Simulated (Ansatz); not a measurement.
# CuH₂ (doublet): wave-function methods side by side, def2-TZVPP

The task here is to estimate one member of a computed series from the others.

Method: def2-TZVPP, core rule «outside noble gas», up to 9 orbitals frozen; program: Ansatz 0.2.0, Gaussian basis.

Plan: UHF; ROHF; CCSD(T) on UHF.

2 further runs of the same task are left out: 2 set aside as unsound or not needed.

**What is computed**

The geometry is a PBE0/def2-TZVP stationary point (not a proven minimum).

3 atoms, charge 0, spin multiplicity 2.

Atoms are counted from 1 here; the program's logs count them from 0.

Bond lengths: Cu1–H2 1.531 Å, Cu1–H3 1.531 Å. Angles: H2–Cu1–H3 180.0°.

The first run:

in.yaml

```yaml
crystal:
  periodic: [false, false, false]
  atoms:
    - {symbol: Cu, position_ang: [0.000000, 0.000000, 0.000000]}
    - {symbol: H, position_ang: [0.000000, 0.000000, -1.531400]}
    - {symbol: H, position_ang: [0.000000, 0.000000, 1.531400]}
basis:
  gaussian: {orbitals: def2-TZVPP}
magnetization: {spin_polarized: true, initial_magnetization: 1}
hamiltonian: {xc: hf}
output: {orbitals: {seedname: orbitals}}
```

Launch:

```sh
$ ansatz run in.yaml --threads 1 --pin off --events-out ev --progress --plain --max-ram 4096MiB --backend cpu
```

Steps of the session up to this table: UHF; ROHF; CCSD(T) on UHF.

One of the session's tables, all rows but one given; the rest of the session is left out.

```
  method  from UCCSD(T) (kJ/mol)
    ROHF                 +1179.9
     UHF                       ?
    UMP2                   +13.1
   UCCSD                   +32.2
UCCSD(T)                       0
```

**Question.** Estimate the row for UHF.

As computed: from UCCSD(T) (kJ/mol): +1166.6. In the column «from UCCSD(T) (kJ/mol)» it lies between UCCSD (+32.2) and ROHF (+1179.9).

With the free atoms at the same levels and basis (separate runs), the atomisation energy is 3.800 eV at UCCSD(T), 3.449 eV at ROHF.
